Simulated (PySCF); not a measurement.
# C2H9GeP: the cost of one run

Programs: PySCF 2.14.0, with density-fitted response routines of our own. Each step states its level of theory. These are calculated values for one molecule in the gas phase, unless marked as measured. Atoms count from 0, in the outputs and in this text.

## (1) The molecule as given

13 atoms, charge 0, multiplicity 1; geometry from: PBE0-D3(BJ)/def2-SVP.

Bonds of the start (Å): C0–Ge1 1.96, Ge1–C2 1.95, Ge1–P3 2.33, C0–H4 1.10, C0–H5 1.10, C0–H6 1.10, Ge1–H7 1.55, C2–H8 1.10, C2–H9 1.10, C2–H10 1.10, P3–H11 1.43, P3–H12 1.43.

## (2) Nuclear shieldings: PBE0/pcSseg-1

The job: settings as JSON, then the geometry in Å.

```
{"job": {"kind": "nmr", "xc": "PBE0", "basis": "pcSseg-1", "pop": false}, "charge": 0, "multiplicity": 1}
C     -0.288758     1.587189    -0.505701
Ge     0.006385    -0.000189     0.597283
C     -1.223680    -1.429958     0.084463
P      2.181613    -0.822688     0.402253
H     -1.320747     1.951060    -0.386176
H     -0.124524     1.344725    -1.566139
H      0.402442     2.393368    -0.220780
H     -0.195897     0.353340     2.089083
H     -1.086919    -2.307106     0.733157
H     -1.041504    -1.735035    -0.956757
H     -2.266001    -1.088540     0.170689
H      2.182512    -0.725663    -1.025679
H      2.787524     0.462418     0.567588
```

With the program's defaults for keys left out, this is: GIAO PBE0/pcSseg-1 NMR shielding, non-relativistic, gas phase.

The run is started by

```sh
$ OMP_NUM_THREADS=1 python probes_run.py task.json out
```

One launch serves the whole session: the jobs run in the order shown.

**Question.** How long does this first job take on 1 thread of Arm Neoverse V2, shared host, and how much memory does it need?

About 12 s, with a peak of 0.9 GiB.
